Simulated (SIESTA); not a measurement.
Crystal: MoPd2.

```
CELL_PARAMETERS angstrom
-1.37354 1.97203 4.11381
1.37354 -1.97203 4.11381
1.37354 1.97203 -4.11381
ATOMIC_POSITIONS crystal
Pd 0.66520 0.66520 0.00000
Pd 0.33480 0.33480 0.00000
Mo 0.00000 0.00000 0.00000
```

The cell comes from a database or a generator and needn't be the stable form of this composition.

| Quantity | Value |
| --- | --- |
| Program | SIESTA 5.4.2 |
| Task | single point |
| Functional | PBEsol |
| Potentials or basis | PseudoDojo 0.4 standard (PBEsol files) |
| Basis | DZP (energy shift 0.003 Ry; two zetas on semicore shells) |
| Grid cutoff | 800 Ry |
| Energy shift | 0.003 Ry |
| k mesh | 12 × 12 × 12 |
| Occupations | fermi-dirac, width 0.05 eV |
| Spin | no spin polarisation |

On this cell: pressure -4.1 GPa; largest force 0.090 eV/Å; band gap on the k mesh none (metal or under the smearing width).

The same run follows on a disturbed copy (atoms moved at random, drawn with an rms of 0.05 Å):

```xyz
3
Lattice="-1.3735 1.9720 4.1138 1.3735 -1.9720 4.1138 1.3735 1.9720 -4.1138" Properties=species:S:1:pos:R:3 pbc="T T T"
Pd    0.0657   -0.0014    5.4319
Pd   -0.0085    0.0014    2.7232
Mo   -0.0204   -0.0022    0.0314
```

Problem. What changes?

Solution. The energy (extrapolated to zero smearing) moves by +12.9 meV/atom; pressure -3.4 GPa; largest force 0.668 eV/Å; band gap on the k mesh none (metal or under the smearing width).

Forces in eV/Å, atoms in the order of the input:
```
Pd  -0.430  0.012  0.469
Pd   0.155 -0.031  0.139
Mo   0.275  0.020 -0.608
```

Stress tensor (GPa, compression positive):
```
-3.63 -0.01 -0.19
-0.01 -3.22 -0.03
-0.19 -0.03 -3.34
```

Caveats: the basis of atomic orbitals isn't converged, which shifts pressures, moduli and gaps.
